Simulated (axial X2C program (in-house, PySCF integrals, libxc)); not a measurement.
# TeRh⁺: properties at the nuclei

Wanted for TeRh⁺: properties at the nuclei, at the two-component level.

Computed with an in-house X2C program for linear molecules on PySCF integrals. Level: two-component X2C with atomic mean-field terms, Te dyall-cv3z, Rh dyall-cv3z.

All values are calculated.

### Step 1. Input

File task.json:

```json
{
 "zs": [
  52,
  45
 ],
 "q": 1,
 "bas": [
  "dyall-cv3z",
  "dyall-cv3z"
 ],
 "r0": 2.38,
 "levels": [
  "PBE0",
  "HF",
  "B3LYP",
  "BP86",
  "LDA"
 ],
 "nst": 3
}
```

Keys: zs atomic numbers; q charge; bas basis sets; r0 starting distance in Å; levels methods (HF also brings MP2); nst determinants followed.

Run with:

```bash
$ python soeom.py task.json out
```

After this run come: Expectation values, lowest determinant; Expectation values, a higher determinant; Expectation values, a higher determinant.

Before running it: what results should come out? Wanted: lowest state; Eeff magnitude; Ws magnitude Te; A∥/gI Te; qzz Te; higher state; Eeff magnitude; Ws magnitude Te; A∥/gI Te.

As calculated:

| quantity | value |
| --- | --- |
| lowest state | Ω = 4 (unpaired: ω = 3/2, ω = 5/2) |
| Eeff magnitude (GV/cm), PBE0 | 4.02 |
| Ws magnitude Te (kHz), PBE0 | 0.181 |
| A∥/gI Te (MHz), PBE0 | -210 |
| qzz Te (a.u.), PBE0 | -4.02 |
| higher state | Ω = 3 (unpaired: ω = 1/2, ω = 5/2) |
| Eeff magnitude (GV/cm), PBE0, higher state | 3.67 |
| Ws magnitude Te (kHz), PBE0, higher state | 0.0929 |
| A∥/gI Te (MHz), PBE0, higher state | -15.5 |
| qzz Te (a.u.), PBE0, higher state | -3.06 |
| higher state | Ω = 1 (unpaired: ω = -1/2, ω = 3/2) |
| Eeff magnitude (GV/cm), PBE0, higher state | 1.41 |
| Ws magnitude Te (kHz), PBE0, higher state | 0.55 |
| A∥/gI Te (MHz), PBE0, higher state | -603 |
| qzz Te (a.u.), PBE0, higher state | -0.38 |

What this shows: In the first state, the effective field runs from 2.48 to 6.7 GV/cm over the mean-field levels, so the levels don't agree on it. The expectation values come from single determinants. Eeff is the effective electric field on the electron dipole moment in this Ω state and Ws the scalar–pseudoscalar constant (defined with the proton number Z and per Ω); A∥ is the parallel hyperfine constant, which follows by multiplying with the nuclear g factor gI = μI/(I μN); qzz is the electric field gradient, eQq0 = 234.96 MHz × Q/barn × qzz. The operators were transformed with the bare-nucleus X2C matrices.
